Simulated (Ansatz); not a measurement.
What does this script print? It uses Ansatz's Python interface.

Contents of `c3h7gan2.xyz`:
```text
13

C     2.81240    0.39770   -0.25020
N     2.37700   -0.77480   -0.53560
Ga    0.88400   -1.53690    0.36470
N    -0.61320   -0.44790    0.11490
C    -1.53870    0.22870   -0.04030
C    -2.70850    1.08450   -0.23660
H     2.33860    0.99870    0.52040
H     3.66600    0.79890   -0.78500
H     1.20750   -1.64870    1.93800
H     0.58740   -3.00270   -0.23190
H    -3.63020    0.46950   -0.18080
H    -2.73440    1.86230    0.55410
H    -2.64800    1.57080   -1.23190
```

`c3h7gan2.py`
```python
"""Electronic structure of the C3H7GaN2 molecule."""

import json

import ansatz
import numpy as np

BASIS = "cc-pVDZ"
XC = "b3lyp"

system = ansatz.Crystal.molecule_from_extxyz("c3h7gan2.xyz")

model = (
    system.calculation()
    .basis(gaussian=BASIS)
    .functional(XC)
    .forces()  # eV per angstrom
)
summary = model.session().plan(threads=1).execute().report

print(f"E = {summary['free_energy_ev']:.6f} eV = {summary['free_energy_ev'] / 27.211386246:.7f} Ha")
print("converged:", summary["converged"], " doubts:", summary["published_state_doubts"] or "none")

field = summary["mean_field"]
print("<S^2> =", round(abs(field["state"]["spin_squared"]), 4), " all-electron relativity setting:", field["relativity"])
print("passes:", field["passes"])
if "symmetry" in field:
    print("occupied orbitals by irrep:", field["symmetry"]["occupied"])

symbols = [site.symbol for site in system.cartesian_sites]
print("forces (eV/A)")
for symbol, f in zip(symbols, summary["forces_ev_ang"]):
    print(f"  {symbol:2s} {f[0]:9.4f} {f[1]:9.4f} {f[2]:9.4f}")

charges = summary["charge_distribution"]
dipole = np.array(charges["dipole_moment_e_ang"]) * 4.803205
print("dipole (D): {:.3f} {:.3f} {:.3f}, length {:.3f}".format(*dipole, np.linalg.norm(dipole)))
print("atom  Mulliken   Lowdin")
for symbol, m, l in zip(symbols, charges["mulliken_charges_e"], charges["lowdin_charges_e"]):
    print(f"{symbol:4s} {m:9.3f} {l:8.3f}")
with open("c3h7gan2.json", "w") as handle:
    json.dump({k: summary[k] for k in ("free_energy_ev", "reference_energy_ev", "n_occupied", "n_virtual")}, handle, indent=1)
```

```console
$ python c3h7gan2.py
E = -58582.127704 eV = -2152.8534847 Ha
converged: True  doubts: none
<S^2> = 0.0  all-electron relativity setting: none
passes: {'evaluations': 18, 'products': 13}
occupied orbitals by irrep: [{'A': 35}, {'A': 35}]
forces (eV/A)
  C    -1.0610   -2.0465   -0.3212
  N     0.6303    1.2143   -0.4917
  Ga    2.5449   -2.8645    1.0064
  N    -2.0729    1.4928   -0.3109
  C    -0.2574    0.2116   -0.0655
  C     0.0541   -0.0287    0.0076
  H    -0.0470    0.9549    0.5367
  H     0.6937    0.4560   -0.2057
  H    -0.3743    0.3180   -0.0906
  H    -0.3205    0.4493   -0.0944
  H     0.2441    0.1721   -0.0190
  H    -0.0050   -0.2044   -0.2169
  H    -0.0291   -0.1249    0.2653
dipole (D): -8.044 6.003 -0.540, length 10.052
atom  Mulliken   Lowdin
C        0.095   -0.080
N       -0.310    0.130
Ga       0.190   -0.398
N       -0.043    0.406
C        0.011   -0.074
C        0.032    0.046
H       -0.025   -0.023
H       -0.005   -0.027
H       -0.146   -0.085
H       -0.129   -0.079
H        0.110    0.061
H        0.109    0.061
H        0.110    0.061
```

It writes `c3h7gan2.json`:
```json
{
 "free_energy_ev": -58582.12770398394,
 "reference_energy_ev": -58582.12770398394,
 "n_occupied": [
  35,
  35
 ],
 "n_virtual": [
  97,
  97
 ]
}
```

What to keep in mind:
- Total energies depend on the basis set; only differences at equal settings carry meaning.
- The geometry is a force-field or estimated start, not a minimum of this method, and the basis set is short of its limit.
- The Löwdin charges here are taken after orthogonalising the functions within each atom; they differ from plain Löwdin charges, and their signs can be unphysical.
- b3lyp holds the VWN-RPA fit, as in Gaussian; the form of ORCA and Turbomole is b3lyp5.
- Hardware and time: 9.8 s on 1 thread of Arm Neoverse V1, on a shared host, peak memory 0.38 GiB.
